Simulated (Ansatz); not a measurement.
# ClF2GeH5: the cost of one run

Program: Ansatz 0.2.0, Gaussian basis. Level of theory: PBE0-D4/def2-SVP. These are calculated values, not measurements.

## 1. Where the work starts

The start, a first-order saddle point found at PBE0-D4 in triple zeta: 9 atoms, charge 0, spin multiplicity 1.

Atoms are counted from 1 here; the program's logs count them from 0.

Bond lengths: Ge1–Cl2 2.588 Å, Ge1–H3 1.526 Å, Ge1–H4 1.527 Å, Ge1–H5 1.544 Å, Ge1–F7 2.032 Å, H6–F7 1.050 Å, H8–F9 1.042 Å. Angles: Cl2–Ge1–H3 83.0°, Cl2–Ge1–H4 81.7°, Cl2–Ge1–H5 156.3°, Cl2–Ge1–F7 77.8°, H3–Ge1–H4 120.3°, H3–Ge1–H5 108.7°, H3–Ge1–F7 114.2°, H4–Ge1–H5 108.0°, H4–Ge1–F7 118.1°, H5–Ge1–F7 78.5°, Ge1–F7–H6 124.6°.

As a file:

```mol
ClF2GeH5
  3D, bonds by distance, orders not assigned

  9  7  0  0  0  0  0  0  0  0999 V2000
   -0.7789   -0.9675   -0.4423 Ge  0  0
    0.8190   -0.5239    1.5441 Cl  0  0
    0.2579   -2.0286   -0.7983 H   0  0
   -1.7687   -1.2072    0.6949 H   0  0
   -1.5866   -0.6206   -1.7116 H   0  0
    0.5303    1.4606   -0.2177 H   0  0
   -0.1735    0.9398   -0.7980 F   0  0
    1.3264    1.0317    1.1394 H   0  0
    1.3741    1.9157    0.5895 F   0  0
  1  2  8  0
  1  3  8  0
  1  4  8  0
  1  5  8  0
  1  7  8  0
  6  7  8  0
  8  9  8  0
M  END
```

## 2. The run

The input, md/in.yaml:

```yaml
crystal:
  periodic: [false, false, false]
  atoms:
    - {symbol: Ge, position_ang: [-0.778894, -0.967532, -0.442338]}
    - {symbol: Cl, position_ang: [0.819025, -0.523865, 1.544128]}
    - {symbol: H, position_ang: [0.257883, -2.028614, -0.798270]}
    - {symbol: H, position_ang: [-1.768666, -1.207172, 0.694915]}
    - {symbol: H, position_ang: [-1.586643, -0.620618, -1.711621]}
    - {symbol: H, position_ang: [0.530303, 1.460637, -0.217670]}
    - {symbol: F, position_ang: [-0.173517, 0.939761, -0.798016]}
    - {symbol: H, position_ang: [1.326426, 1.031743, 1.139353]}
    - {symbol: F, position_ang: [1.374084, 1.915660, 0.589518]}
basis:
  gaussian: {orbitals: def2-SVP}
hamiltonian: {xc: pbe0, dispersion: d4}
md: {n_steps: 30, timestep: 0.5, temperature: 1500, ensemble: nve, seed: 451, initial_velocities: maxwell_boltzmann}
```

Command:

```
> ansatz run in.yaml --threads 8 --pin off --events-out ev --progress --plain --max-ram 19148MiB
```

**Question.** How long does this run take on 8 threads of Arm Neoverse V2, shared host?

About 27 s.
